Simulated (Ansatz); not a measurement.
**ClH₅OSiSn: a ladder of functionals and wavefunction methods**

How much do the methods differ for ClH₅OSiSn? The plan is to run it at one geometry with functionals of several rungs and with coupled cluster. The yardstick is the atomisation energy at the CCSD(T) limit.

Program: Ansatz 0.2.0, Gaussian basis. Level of theory: functionals in def2-TZVPP, the program's frozen cores in correlated methods. These are calculated values, not measurements.

Levels to be run: PBE-D4, r2SCAN-D4, PBE0-D4, B3LYP-D4, ωB97X-V, ωB97M-V, B2PLYP; CCSD(T)/def2-TZVPP; MP2/def2-QZVPP; extrapolation to the limit.

## 1. Structure used throughout

An earlier PBE0-D4 in a triple-zeta def2 set relaxation fixed the geometry. Sn takes the def2 core potential; no spin-orbit term is included.

9 atoms, charge 0, spin multiplicity 1.

Atoms are counted from 1 here; the program's logs count them from 0.

Bond lengths: O1–Sn2 1.973 Å, O1–H5 0.959 Å, Sn2–Si3 2.576 Å, Sn2–H6 1.716 Å, Sn2–H7 1.701 Å, Si3–Cl4 2.060 Å, Si3–H8 1.485 Å, Si3–H9 1.485 Å. Angles: Sn2–O1–H5 113.2°, O1–Sn2–Si3 108.3°, O1–Sn2–H6 107.9°, O1–Sn2–H7 102.8°, Si3–Sn2–H6 111.9°, Si3–Sn2–H7 113.8°, H6–Sn2–H7 111.6°, Sn2–Si3–Cl4 109.7°, Sn2–Si3–H8 110.7°, Sn2–Si3–H9 111.6°, Cl4–Si3–H8 107.9°, Cl4–Si3–H9 108.0°, H8–Si3–H9 108.9°.

## 2. PBE-D4 (GGA)

in.yaml

```yaml
crystal:
  periodic: [false, false, false]
  atoms:
    - {symbol: O, position_ang: [-1.081185, 1.289123, -1.545316]}
    - {symbol: Sn, position_ang: [0.572057, 0.777674, -0.597022]}
    - {symbol: Si, position_ang: [0.015420, -1.150698, 1.017985]}
    - {symbol: Cl, position_ang: [-0.422888, -2.851965, -0.056920]}
    - {symbol: H, position_ang: [-1.745595, 1.670356, -0.967585]}
    - {symbol: H, position_ang: [1.150715, 2.161736, 0.235130]}
    - {symbol: H, position_ang: [1.612094, 0.330269, -1.866661]}
    - {symbol: H, position_ang: [-1.170238, -0.815259, 1.847062]}
    - {symbol: H, position_ang: [1.158017, -1.457537, 1.916327]}
basis:
  gaussian: {orbitals: def2-TZVPP}
hamiltonian: {xc: pbe, dispersion: d4}
output: {forces: true, orbitals: {seedname: orbitals}}
```

Command:

```console
$ ansatz run in.yaml --threads 4 --pin off --events-out ev --progress --plain --max-ram 10444MiB
```

The runs that follow: r2SCAN-D4 (meta-GGA); PBE0-D4 (hybrid); B3LYP-D4 (hybrid); ωB97X-V (range-separated); ωB97M-V (range-separated); B2PLYP (double hybrid); CCSD(T) in def2-TZVPP; MP2 in def2-QZVPP.

Q: Predict the results of all the runs planned. Wanted: atomisation energy, CCSD(T)/CBS; farthest; mean size of error, hybrid; mean size of error, range-separated; gap, smallest and largest; T1 diagnostic; triples share of the correlation energy.

As calculated:

| quantity | value |
| --- | --- |
| atomisation energy, CCSD(T)/CBS | 2587.8 kJ/mol |
| functionals within 25.9 kJ/mol (1.0 %) | ωB97X-V |
| farthest | B2PLYP (-80.8 kJ/mol) |
| mean size of error, hybrid | 59.4 kJ/mol |
| mean size of error, range-separated | 14.5 kJ/mol |
| gap, smallest and largest | 4.64 eV (PBE-D4), 10.81 eV (ωB97X-V) |
| T1 diagnostic | 0.0129 |
| triples share of the correlation energy | 3.4 % |

**Reading.** PBE-D4 is off by -30.8 kJ/mol. Double hybrids carry the basis error of their MP2 part in triple zeta, and no dispersion term here, so their miss is partly the set-up's. Misses under about 25.9 kJ/mol are within the doubt on the reference itself, which lacks core-valence correlation, spin-orbit coupling and higher excitations, and its outer-core shells are covered unevenly. All levels share the lack of spin-orbit coupling, which lowers the free heavy atoms and so the true binding. Hartree-Fock recovers 70 % of the binding; the rest is correlation. The gap grows from 4.6 to 10.8 eV across the functionals, mostly with the share of exact exchange. Correlated methods include outer-core shells of Sn, which these sets cover unevenly.
